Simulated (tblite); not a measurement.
# C7H13BrO2: the cost of one run

Programs: tblite 0.8.0 and PySCF 2.14.0, with density-fitted response routines of our own. Each step states its level of theory. These are calculated values for one molecule, in the gas phase or a continuum, unless marked as measured. Atoms are numbered from 0 throughout.

**1. Starting geometry**

23 atoms, charge 0, multiplicity 1; geometry from: force field or distance geometry start.

Bonds of the start (Å): C0–O1 1.37, O1–C2 1.39, C2–C3 1.52, C3–C4 1.49, C4–O5 1.22, C4–Br6 1.94, C2–C7 1.50, C7–C8 1.51, C7–C9 1.52, C0–H10 1.09, C0–H11 1.12, C0–H12 1.13, C2–H13 1.12, C3–H14 1.11, C3–H15 1.08, C7–H16 1.11, C8–H17 1.10, C8–H18 1.09, C8–H19 1.13, C9–H20 1.13, C9–H21 1.11, C9–H22 1.08.

**2. Relaxing the molecule with GFN2-xTB**

What the job is given:

```
{"job": {"kind": "relax", "xc": "GFN2-xTB", "basis": "xTB"}, "charge": 0, "multiplicity": 1}
C     -1.859300    -1.115200    -0.951400
O     -0.793200    -0.255800    -0.999700
C     -0.290200     0.117100     0.240100
C     -0.402900     1.611200     0.480700
C     -1.817400     2.088900     0.450400
O     -2.593800     1.920900     1.377500
Br    -2.423700     3.011200    -1.146800
C      1.134300    -0.292700     0.478300
C      2.117500     0.262400    -0.519600
C      1.333300    -1.797500     0.469200
H     -1.657100    -2.059900    -0.438300
H     -2.179400    -1.311800    -2.006400
H     -2.717600    -0.564300    -0.471200
H     -0.906100    -0.365100     1.046300
H     -0.016900     1.807500     1.508100
H      0.192000     2.202800    -0.197600
H      1.409200     0.108400     1.475300
H      1.991700     1.336200    -0.699100
H      2.090900    -0.273800    -1.471200
H      3.131100     0.143400    -0.036200
H      2.426300    -1.982100     0.255300
H      1.090900    -2.272700     1.447900
H      0.735300    -2.292200    -0.281300
```

Command:

```sh
OMP_NUM_THREADS=1 python probes_run.py task.json out
```

The driver reads the jobs from task.json and runs them one after another.

**Question.** How long does this first job take on 1 thread of Arm Neoverse V2, shared host?

About 1.3 s.
